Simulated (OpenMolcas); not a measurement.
# quartet GeSiH5 at 4 levels

Aim: a comparison of 4 runs (U-r2SCAN/aug-cc-pVDZ, U-revPBE/aug-cc-pVDZ, UBHLYP/aug-cc-pVDZ, UM06-2X/aug-cc-pVDZ) of quartet GeSiH5. 

The calculation is run with OpenMolcas 26.06.

**1. The system as given**

GeSiH5: 7 atoms, total charge 0, spin state quartet. SMILES of the parent species: `[SiH2][GeH3]`. Geometry: relaxed at PBE0-D4/def2-TZVP. That shape belongs to the parent species and isn't relaxed for this state.

Bond lengths: Si1–Ge2 2.370 Å, Si1–H3 1.489 Å, Si1–H4 1.489 Å, Ge2–H5 1.537 Å, Ge2–H6 1.541 Å, Ge2–H7 1.537 Å. Angles: Si1–Ge2–H5 109.6°, Si1–Ge2–H6 112.0°, Si1–Ge2–H7 109.7°, Ge2–Si1–H3 113.4°, Ge2–Si1–H4 113.3°, H5–Ge2–H6 108.4°, H5–Ge2–H7 108.7°, H6–Ge2–H7 108.4°, H3–Si1–H4 109.6°.

**2. A single-point energy at U-r2SCAN/aug-cc-pVDZ (run 1)**

Input file calc.inp:

```
>>> EXPORT MOLCAS_PRINT=2

&GATEWAY
  BasLib=$CurrDir
  Coord
  7
  bohr
  Si    -0.17895706    -2.69021411    -0.30878125
  Ge     0.54556393     1.72853249    -0.18462624
  H      0.32730056    -3.97484993     2.14276045
  H     -2.75219713    -3.37259421    -1.21962924
  H      0.07010884     2.86690350    -2.81380220
  H     -1.19770842     3.06683653     1.72569790
  H      3.30116257     2.24707333     0.57202010
  Basis=aug-cc-pVDZ
  Group=NoSym

&SEWARD
  GridInput
  Grid=UltraFine
  End of Grid

&SCF
  UHF
  Spin=4
  KSDFT=2
  1.0 MGGA_X_R2SCAN
  1.0 MGGA_C_R2SCAN
  Thresholds=1e-10 1e-07 1e-07 1e-05
  PrOrbitals=0
```

The basis set aug-cc-pVDZ is read from a file made from the Basis Set Exchange's data (not shown).

Started as:

```
$ export MOLCAS_MEM=1860
$ pymolcas calc.inp > calc.log
```

Output:

```text
--- Start Module: gateway ---
[...]
--- Stop Module: gateway /rc=_RC_ALL_IS_WELL_ ---
--- Start Module: seward ---
[...]
      Basis functions          108
--- Stop Module: seward /rc=_RC_ALL_IS_WELL_ ---
[...]
--- Start Module: scf ---
[...]
       Convergence after  27 Iterations
[...]
::    Total KS-DFT energy                           -2369.1305983516
[...]
      Total spin, S                                     1.5020843610
[...]
      Total electronic charge=   51.000000
      Total            charge=   -0.000000
[...]
      Dipole Moment (debye):
      Origin of the operator (angstrom)=    0.1735    0.2640   -0.1083
                   X= -1.4123E-01               Y= -7.3212E-01               Z= -1.0362E-03           Total=  7.4562E-01
      Quadrupole Moment (debye*angstrom):
[...]
--- Stop Module: scf /rc=_RC_ALL_IS_WELL_ ---
[...]
```

Run time: 1.9 min. Hardware: 1 thread of Intel Xeon 6975P-C (Granite Rapids), shared host; peak memory 0.63 GiB.

**3. A single-point energy at U-revPBE/aug-cc-pVDZ (run 2)**

Input file job.inp:

```
>>> EXPORT MOLCAS_PRINT=2

&gateway
 baslib=$CurrDir
 coord
 7
 angstrom
 Si      -0.094700      -1.423600      -0.163400
 Ge       0.288700       0.914700      -0.097700
 H        0.173200      -2.103400       1.133900
 H       -1.456400      -1.784700      -0.645400
 H        0.037100       1.517100      -1.489000
 H       -0.633800       1.622900       0.913200
 H        1.746900       1.189100       0.302700
 basis=aug-cc-pVDZ
 group=NoSym

&seward
 gridinput
 Grid=UltraFine
 End of Grid

&scf
 uhf
 spin=4
 ksdft=revPBE
 thresholds=1e-10 1e-07 1e-07 1e-05
 prorbitals=1 2
```

The basis set aug-cc-pVDZ is read from a file made from the Basis Set Exchange's data (not shown).

Started as:

```
$ export MOLCAS_MEM=1860
$ pymolcas job.inp > job.log
```

Output:

```text
--- Start Module: gateway ---
[...]
--- Stop Module: gateway /rc=_RC_ALL_IS_WELL_ ---
--- Start Module: seward ---
[...]
      Basis functions          108
--- Stop Module: seward /rc=_RC_ALL_IS_WELL_ ---
[...]
--- Start Module: scf ---
[...]
       Convergence after  26 Iterations
[...]
::    Total KS-DFT energy                           -2368.9598904723
[...]
      Total spin, S                                     1.5011660569
[...]
      Total electronic charge=   51.000000
      Total            charge=   -0.000000
[...]
      Dipole Moment (debye):
      Origin of the operator (angstrom)=    0.1735    0.2640   -0.1083
                   X= -1.3183E-01               Y= -7.4617E-01               Z= -8.8250E-03           Total=  7.5778E-01
      Quadrupole Moment (debye*angstrom):
[...]
--- Stop Module: scf /rc=_RC_ALL_IS_WELL_ ---
[...]
```

It took 78 s on 1 thread of Intel Xeon 6975P-C (Granite Rapids), shared host; peak memory 0.63 GiB.

**4. The energy at UBHLYP/aug-cc-pVDZ (run 3)**

Input file job.inp:

```
* GeH5Si Kohn-Sham DFT
>>> EXPORT MOLCAS_PRINT=2

&GATEWAY
 BasLib=$CurrDir
 Coord
 7
 bohr
 Si    -0.17895706    -2.69021411    -0.30878125
 Ge     0.54556393     1.72853249    -0.18462624
 H      0.32730056    -3.97484993     2.14276045
 H     -2.75219713    -3.37259421    -1.21962924
 H      0.07010884     2.86690350    -2.81380220
 H     -1.19770842     3.06683653     1.72569790
 H      3.30116257     2.24707333     0.57202010
 Basis=aug-cc-pVDZ
 Group=NoSym

&SEWARD
 GridInput
 Grid=UltraFine
 End of Grid

&SCF
 UHF
 Spin=4
 KSDFT=HYB_GGA_XC_BHANDHLYP
 Thresholds=1e-10 1e-07 1e-07 1e-05
 PrOrbitals=1 2
```

The basis set aug-cc-pVDZ is read from a file made from the Basis Set Exchange's data (not shown).

Started as:

```
$ export MOLCAS_MEM=1860
$ pymolcas job.inp > job.log
```

Output:

```text
--- Start Module: gateway ---
[...]
--- Stop Module: gateway /rc=_RC_ALL_IS_WELL_ ---
--- Start Module: seward ---
[...]
      Basis functions          108
--- Stop Module: seward /rc=_RC_ALL_IS_WELL_ ---
[...]
--- Start Module: scf ---
[...]
       Convergence after  37 Iterations
[...]
::    Total KS-DFT energy                           -2369.1340388034
[...]
      Total spin, S                                     1.5014578608
[...]
      Total electronic charge=   51.000000
      Total            charge=   -0.000000
[...]
      Dipole Moment (debye):
      Origin of the operator (angstrom)=    0.1735    0.2640   -0.1083
                   X= -5.3421E-02               Y= -6.7223E-01               Z= -9.5101E-03           Total=  6.7441E-01
      Quadrupole Moment (debye*angstrom):
[...]
--- Stop Module: scf /rc=_RC_ALL_IS_WELL_ ---
[...]
```

It took 1.9 min on 1 thread of Intel Xeon 6975P-C (Granite Rapids), shared host; peak memory 0.62 GiB.

**5. A single-point energy at UM06-2X/aug-cc-pVDZ (run 4)**

Input file mol.inp:

```
* GeH5Si Kohn-Sham DFT
&GATEWAY
BASLIB = $CurrDir
BASISSET
Si.aug-cc-pVDZ....
Si1 -0.094700 -1.423600 -0.163400 angstrom
End of Basis
BASISSET
Ge.aug-cc-pVDZ....
Ge2 0.288700 0.914700 -0.097700 angstrom
End of Basis
BASISSET
H.aug-cc-pVDZ....
H3 0.173200 -2.103400 1.133900 angstrom
H4 -1.456400 -1.784700 -0.645400 angstrom
H5 0.037100 1.517100 -1.489000 angstrom
H6 -0.633800 1.622900 0.913200 angstrom
H7 1.746900 1.189100 0.302700 angstrom
End of Basis
&SEWARD
GRIDINPUT
Grid=UltraFine
End of Grid
&SCF
UHF
SPIN = 4
KSDFT = M062X
THRESHOLDS = 1e-10 1e-07 1e-07 1e-05
PRORBITALS = 1
```

The basis set aug-cc-pVDZ is read from a file made from the Basis Set Exchange's data (not shown).

Started as:

```
$ export MOLCAS_MEM=1860
$ pymolcas mol.inp > mol.log
```

Output:

```text
--- Start Module: gateway ---
[...]
--- Stop Module: gateway /rc=_RC_ALL_IS_WELL_ ---
--- Start Module: seward ---
[...]
      Basis functions          108
--- Stop Module: seward /rc=_RC_ALL_IS_WELL_ ---
[...]
--- Start Module: scf ---
[...]
       Convergence after  38 Iterations
[...]
::    Total KS-DFT energy                           -2369.1300793831
[...]
      Total spin, S                                     1.5015096240
[...]
      Dipole Moment (debye):
      Origin of the operator (angstrom)=    0.1735    0.2640   -0.1083
                   X= -5.9983E-02               Y= -3.5616E-02               Z=  8.6597E-03           Total=  7.0295E-02
      Quadrupole Moment (debye*angstrom):
[...]
--- Stop Module: scf /rc=_RC_ALL_IS_WELL_ ---
[...]
```

Wall time 2.7 min (1 thread of Intel Xeon 6975P-C (Granite Rapids), shared host); peak memory 0.63 GiB.

**6. The series**

```tsv
run	level	energy (Eh)	dipole moment (D)	HOMO energy (eV)	⟨S²⟩	wall time
1	U-r2SCAN/aug-cc-pVDZ	-2369.130598	0.75	-1.94	3.758	1.9 min
2	U-revPBE/aug-cc-pVDZ	-2368.959890	0.76	-1.88	3.755	78 s
3	UBHLYP/aug-cc-pVDZ	-2369.134039	0.67	-2.76	3.756	1.9 min
4	UM06-2X/aug-cc-pVDZ	-2369.130079	0.07	-2.72	3.756	2.7 min
```

**7. Summary of results**

| quantity | value |
| --- | --- |
| run 4: total energy | -2369.13008 Eh |
| run 4: dipole moment | 0.07 D |
| run 4: HOMO energy (highest over α and β) | -2.72 eV |
| run 4: ⟨S²⟩ | 3.756 |

**Reading.** The dipole moment (its size) runs from 0.07 D (UM06-2X/aug-cc-pVDZ) to 0.76 D (U-revPBE/aug-cc-pVDZ). Totals of different functionals can't be ranked against each other. All runs together took 7.8 min, the longest 2.7 min.
